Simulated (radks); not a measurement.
# Ionisation energy and size from Li to Ne

An exercise on one series of results from a longer session: the logs are not shown, and one member is left open.

Program: radks (a radial shooting solver on a logarithmic mesh, Libxc functionals) version 1. Level of theory: scalar-relativistic Kohn-Sham, r2SCAN, spin-unpolarised, spherical densities, finite nucleus. These are calculated values, not measurements, unless marked.

## Starting point

* species: Li, Be, B, C, N, O, F, Ne
* runs: 16, each species and its next ion

The first run:

The run's settings:

```text
Z 3
configuration [He] 2s1
relativity scalar-relativistic
functional r2scan,r2scan
spin unpolarised
nucleus finite rms 2.444 fm
c 137.035999084
```

Steps of the session up to this table: Li, [He] 2s1; Li⁺, [He]; Be, [He] 2s2; Be⁺, [He] 2s1; B, [He] 2s2 2p1; B⁺, [He] 2s2; C, [He] 2s2 2p2; C⁺, [He] 2s2 2p1; N, [He] 2s2 2p3; N⁺, [He] 2s2 2p2; O, [He] 2s2 2p4; O⁺, [He] 2s2 2p3; F, [He] 2s2 2p5; F⁺, [He] 2s2 2p4; Ne, [Ne]; Ne⁺, [He] 2s2 2p5.

One of the session's tables, all rows but one given; the rest of the session is left out.

| species | Δ-SCF (eV) | −ε(HOMO) (eV) | its <r> (bohr) |
| --- | --- | --- | --- |
| Li | 5.005 | 2.851 | 4.00 |
| Be | ? | ? | ? |
| B | 7.934 | 3.443 | 2.30 |
| C | 10.734 | 5.247 | 1.80 |
| N | 13.650 | 7.196 | 1.48 |
| O | 16.689 | 9.298 | 1.26 |
| F | 19.860 | 11.556 | 1.10 |
| Ne | 23.166 | 13.968 | 0.974 |

Estimate the missing values for Be.

The run gave: Δ-SCF (eV): 9.607; −ε(HOMO) (eV): 5.747; its <r> (bohr): 2.62. In the column «Δ-SCF (eV)» it lies between B (7.934) and C (10.734).

Spin polarisation and multiplet splitting are left out, so open shells lie too high by an amount that depends on their filling.
